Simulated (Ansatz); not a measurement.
# AlInSb2: a tetragonal deformation path

One table from this session's results is given with a row withheld; the runs are named, their logs left out.

Program: Ansatz 0.2.0. Level of theory: DFT r2SCAN, scalar-relativistic, plane waves, PAW. These are calculated values, not measurements.

## The system as given

Symmetry: P-4m2, No. 115, tetragonal system. The conventional cell has a = 4.506 Å, b = 4.506 Å, c = 6.349 Å, α = 90.00°, β = 90.00°, γ = 90.00°. Around Al (site symmetry -4m2) lie 4 Sb at 2.70 Å. Around In (site symmetry -4m2) lie 4 Sb at 2.82 Å. Sb (site symmetry 2mm) has 2 Al at 2.70 Å and 2 In at 2.82 Å in its first shell of neighbours.

As a file:

```cif
data_structure
_symmetry_space_group_name_H-M 'P-4m2'
_symmetry_Int_Tables_number 115
_cell_length_a 4.5062
_cell_length_b 4.5062
_cell_length_c 6.3488
_cell_angle_alpha 90.000
_cell_angle_beta 90.000
_cell_angle_gamma 90.000
_cell_volume 128.92
loop_
_atom_site_label
_atom_site_type_symbol
_atom_site_symmetry_multiplicity
_atom_site_Wyckoff_symbol
_atom_site_fract_x
_atom_site_fract_y
_atom_site_fract_z
_atom_site_occupancy
Al1 Al 1 a 0.00000 0.00000 0.00000 1
In1 In 1 c 0.50000 0.50000 0.50000 1
Sb1 Sb 2 g 0.00000 0.50000 0.23337 1
```

It goes back to an entry of the Materials Project, which need not be the stable form.

The cell is taken as given, not relaxed at this level.

## The reference cell

The reference gives a free energy of -19151.4796 eV, pressure -0.10 GPa, largest force 0.020 eV/Å and gap on the mesh 0.94 eV. It was computed beforehand with the settings of the runs below.

Set-up of the first run:

At fixed volume and fractional coordinates, lengths along (0.000, 0.000, 1.000) are scaled against those across it; ρ is that ratio over its starting value.

Input file input.yaml:

```yaml
crystal:
  lattice:
    - [4.7570111222, 0.0, 0.0]
    - [0.0, 4.7570111222, 0.0]
    - [0.0, 0.0, 5.6969075175]
  atoms:
    - { symbol: Al, position: [0.0, 0.0, 0.0] }
    - { symbol: In, position: [0.5, 0.5, 0.5] }
    - { symbol: Sb, position: [0.0, 0.5, 0.23336537] }
    - { symbol: Sb, position: [0.5, 0.0, 0.76663463] }
basis:
  ecutwfc: 500
kpoints:
  mp_grid: { grid: [8, 8, 6] }
hamiltonian:
  xc: r2scan
scf:
  occupations: { method: gaussian, width: 0.05 }
output:
  forces: true
  stress: true
  eigenvalues: true
```

The run is started by

```console
> ansatz run input.yaml --threads 1 --pin off --max-ram 2560MiB --backend cpu --events-out ev --progress --plain --runs-dir out
```

Steps of the session up to this table: At ρ = 0.850; Point ρ = 1.200; Point ρ = 0.920; ρ = 1.100; ρ = 0.960; At ρ = 1.050; Point ρ = 0.800; ρ = 1.300.

One of the session's tables, all rows but one given; the rest of the session is left out.

Collected from the runs (energy zero: the undisturbed cell):

| ρ | ΔE (meV/atom) | pressure (GPa) | gap on the mesh (eV) |
| --- | --- | --- | --- |
| 0.800 | 96.7 | -1.0 | 0.14 |
| 0.850 | ? | ? | ? |
| 0.920 | 17.5 | -0.2 | 0.85 |
| 0.960 | 5.0 | -0.1 | 0.97 |
| 1.000 | 0.0 | -0.1 | 0.94 |
| 1.050 | 4.8 | -0.1 | 0.83 |
| 1.100 | 22.3 | -0.2 | 0.60 |
| 1.200 | 95.1 | -0.4 | 0.03 |
| 1.300 | 212.3 | -0.5 | 0.00 |

Estimate the missing values for ρ = 0.850.

Worked estimate for «ΔE (meV/atom)». A straight line through the neighbours (0.800, 96.7) and (0.920, 17.5) gives 96.7 + (17.5 − 96.7) × (0.850 − 0.800) / (0.920 − 0.800) = 63.7; a parabola fitted to 3 rows on both sides gives 56.1.

**Answer.** ΔE (meV/atom): 56.5; pressure (GPa): -0.6; gap on the mesh (eV): 0.50. In «ΔE (meV/atom)» the line misses by +7.2 and the parabola by -0.4.

Where the gap reads zero, the mesh chosen for the insulator is on the coarse side.
